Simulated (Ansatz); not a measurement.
# CdTe, space group F-43m: a dielectric-dependent hybrid calculation

Computed with Ansatz 0.2.0 through its Python package.

`cdte.cif`
```cif
data_CdTe
_cell_length_a 4.532554
_cell_length_b 4.532554
_cell_length_c 4.532554
_cell_angle_alpha 60.00000
_cell_angle_beta 60.00000
_cell_angle_gamma 60.00000
_symmetry_space_group_name_H-M 'P 1'
_symmetry_Int_Tables_number 1
loop_
_symmetry_equiv_pos_as_xyz
'x, y, z'
loop_
_atom_site_label
_atom_site_type_symbol
_atom_site_fract_x
_atom_site_fract_y
_atom_site_fract_z
Cd1 Cd    0.000000    0.000000    0.000000
Te2 Te    0.250000    0.250000    0.250000
```

Notebook, run cell by cell (the value of a cell's last expression is shown):

```python
import warnings

import ansatz as az
from ase.io import read
import numpy as np
```

```python
def count_gap(report):
    # lowest empty less highest filled band, counting bands; zero where they overlap
    return max(report.get("gap_by_band_count_ev") or 0.0, 0.0)
```

```python
warnings.simplefilter("ignore", az.DeckWarning)
```

```python
atoms = read("cdte.cif")
system = az.Crystal.from_ase(atoms)

len(system.resolved().sites)
```

    2

```python
setup = (
    system.calculation()
    .basis(470)
    .kpoints(mesh=(4, 4, 4))
    .occupations("fixed")
    .band_table()
)
semilocal = setup.functional("pbe").run().report
hybrid = setup.functional(exchange="pbe", correlation="pbe", exact_fraction="inverse_dielectric").run().report
alpha = hybrid["hybrid"]["exact_exchange_fraction"]
print(f"fraction of exact exchange {alpha:.4f}, so eps_inf = {1 / alpha:.2f}")
print(f"gap by band count: {count_gap(semilocal):.3f} eV semilocal, {count_gap(hybrid):.3f} eV hybrid")
```

    fraction of exact exchange 0.1172, so eps_inf = 8.53
    gap by band count: 0.862 eV semilocal, 1.570 eV hybrid

The fraction is 0.1172, one over a mean dielectric constant (a third of the trace) of 8.53. It opens the gap from 0.862 to 1.570 eV, by 0.71 eV.

What to keep in mind:
- The k-point mesh is coarse, and energy and stress weren't tested for convergence.
- Of the deposited cell: the entry's cell lengths or inner coordinates differ somewhat from later room-temperature determinations.
- The structure is a deposited one; some such entries were measured under pressure or heat, so a shift against it needn't be the functional's error alone.
- Levels are Kohn-Sham eigenvalues on this mesh, without spin-orbit coupling.
- The gaps are those of a coarse mesh; the run finds the dielectric constant of the semilocal functional on meshes of its own.
- Wall time of the script: 49 s on 1 thread of Arm Neoverse V1, on a shared host, peak memory 1.2 GiB.
